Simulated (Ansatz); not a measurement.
# Be2H: the cost of one run

Computed with Ansatz 0.2.0 (DFT PBE, scalar-relativistic, plane waves, PAW, unless a step's input says otherwise).

1 further run of the same task is left out (it didn't finish). Runs told in other sessions of the task aren't counted.

## Step 1: The starting structure

Symmetry: P4/nmm, No. 129, tetragonal system. Conventional cell: a = 3.840 Å, b = 3.840 Å, c = 3.097 Å, α = 90.00°, β = 90.00°, γ = 90.00°. Be (site symmetry 2/m) has 2 H at 1.83 Å and 4 Be at 1.92 Å in its first shell of neighbours. Around H (site symmetry 4mm) lie 4 Be at 1.83 Å.

As a file:

```xyz
6
Lattice="3.8404 0.0000 0.0000 0.0000 3.8404 0.0000 0.0000 0.0000 3.0975" Properties=species:S:1:pos:R:3 pbc="T T T"
Be    0.9601    2.8803    0.0000
Be    2.8803    0.9601    0.0000
Be    2.8803    2.8803    0.0000
Be    0.9601    0.9601    0.0000
H     1.9202    0.0000    1.2235
H     0.0000    1.9202    1.8740
```

The cell is invented: random cell by space group and Wyckoff sites (P4/nmm, No. 129). The dimensions are guesses.

## Step 2: The guess as it stands, on a coarse mesh

input.yaml reads:

```yaml
crystal:
  lattice:
    - [3.84043797, 0.0, 0.0]
    - [0.0, 3.84043797, 0.0]
    - [0.0, 0.0, 3.09746668]
  atoms:
    - { symbol: Be, position: [0.25, 0.75, 0.0] }
    - { symbol: Be, position: [0.75, 0.25, 0.0] }
    - { symbol: Be, position: [0.75, 0.75, 0.0] }
    - { symbol: Be, position: [0.25, 0.25, 0.0] }
    - { symbol: H, position: [0.5, 0.0, 0.39499401] }
    - { symbol: H, position: [0.0, 0.5, 0.60500599] }
basis:
  ecutwfc: 420
kpoints:
  mp_grid: { grid: [4, 4, 6] }
hamiltonian:
  xc: pbe
scf:
  occupations: { method: gaussian, width: 0.1 }
  lower_state_search: "off"
output:
  forces: true
  stress: true
  eigenvalues: true
```

Command:

```console
$ ansatz run input.yaml --threads 1 --pin off --max-ram 2560MiB --backend cpu --events-out ev --progress --plain --runs-dir out
```

Q: Estimate wall time and peak memory on 1 thread of Arm Neoverse N1, shared host.

About 1.8 s, with a peak of 0.27 GiB.
